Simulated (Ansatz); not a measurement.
# CH5NO2Si: one species, many methods

The task here is to estimate one member of a computed series from the others.

Program: Ansatz 0.2.0, Gaussian basis. Level of theory: functionals in def2-TZVPP, the program's frozen cores in correlated methods. These are calculated values, not measurements.

Levels to be run: PBE-D4, r2SCAN-D4, PBE0-D4, B3LYP-D4, ωB97X-V, ωB97M-V, B2PLYP; CCSD(T)/def2-TZVPP; MP2/def2-QZVPP; extrapolation to the limit.

### Structure used throughout

The geometry comes from an earlier relaxation with PBE0-D4 in a triple-zeta def2 set; it is a stationary point, not always the lowest conformer.

SMILES `NC1O[SiH2]O1`, 10 atoms, charge 0, spin multiplicity 1.

Atoms are counted from 1 here; the program's logs count them from 0.

Bond lengths: N1–C2 1.397 Å, N1–H6 1.010 Å, N1–H7 1.012 Å, C2–O3 1.426 Å, C2–O5 1.464 Å, C2–H8 1.094 Å, O3–Si4 1.666 Å, Si4–O5 1.658 Å, Si4–H9 1.484 Å, Si4–H10 1.482 Å. Angles: C2–N1–H6 112.0°, C2–N1–H7 112.1°, H6–N1–H7 110.3°, N1–C2–O3 111.6°, N1–C2–O5 115.8°, N1–C2–H8 109.7°, O3–C2–O5 99.5°, O3–C2–H8 111.5°, O5–C2–H8 108.4°, C2–O3–Si4 89.0°, O3–Si4–O5 83.2°, O3–Si4–H9 115.4°, O3–Si4–H10 114.8°, O5–Si4–H9 116.3°, O5–Si4–H10 115.5°, H9–Si4–H10 109.6°, C2–O5–Si4 88.1°.

The first run:

in.yaml

```yaml
crystal:
  periodic: [false, false, false]
  atoms:
    - {symbol: N, position_ang: [-0.704564, 0.937984, 1.284575]}
    - {symbol: C, position_ang: [0.307074, 0.495706, 0.428698]}
    - {symbol: O, position_ang: [0.568441, -0.895831, 0.598681]}
    - {symbol: Si, position_ang: [0.338689, -1.110397, -1.037602]}
    - {symbol: O, position_ang: [-0.014401, 0.508723, -0.999767]}
    - {symbol: H, position_ang: [-0.820300, 1.940805, 1.247096]}
    - {symbol: H, position_ang: [-1.585850, 0.474991, 1.102767]}
    - {symbol: H, position_ang: [1.209326, 1.095031, 0.584703]}
    - {symbol: H, position_ang: [-0.773817, -2.017928, -1.411470]}
    - {symbol: H, position_ang: [1.558502, -1.480287, -1.794578]}
basis:
  gaussian: {orbitals: def2-TZVPP}
hamiltonian: {xc: pbe, dispersion: d4}
output: {forces: true, orbitals: {seedname: orbitals}}
```

The run is started by

```bash
> ansatz run in.yaml --threads 4 --pin off --events-out ev --progress --plain --max-ram 10444MiB
```

Among the steps run: PBE-D4 (GGA); r2SCAN-D4 (meta-GGA); PBE0-D4 (hybrid); B3LYP-D4 (hybrid); ωB97X-V (range-separated); ωB97M-V (range-separated); B2PLYP (double hybrid); CCSD(T) in def2-TZVPP; MP2 in def2-QZVPP.

One table of the session follows, with a row left open; its other results are not shown here.

| method | atomisation energy (kJ/mol) |
| --- | --- |
| PBE-D4 | 3907.1 |
| r2SCAN-D4 | 3817.0 |
| PBE0-D4 | 3803.9 |
| B3LYP-D4 | 3806.2 |
| ωB97X-V | 3841.5 |
| ωB97M-V | 3837.1 |
| B2PLYP | 3772.0 |
| HF/def2-TZVPP | 2589.5 |
| MP2/def2-TZVPP | 3796.3 |
| CCSD/def2-TZVPP | ? |
| CCSD(T)/def2-TZVPP | 3699.7 |
| MP2/CBS | 3920.9 |
| CCSD(T)/CBS | 3824.3 |

Estimate the missing values for CCSD/def2-TZVPP.

**Answer.** atomisation energy (kJ/mol): 3630.3. In the column «atomisation energy (kJ/mol)» it lies between HF/def2-TZVPP (2589.5) and CCSD(T)/def2-TZVPP (3699.7).
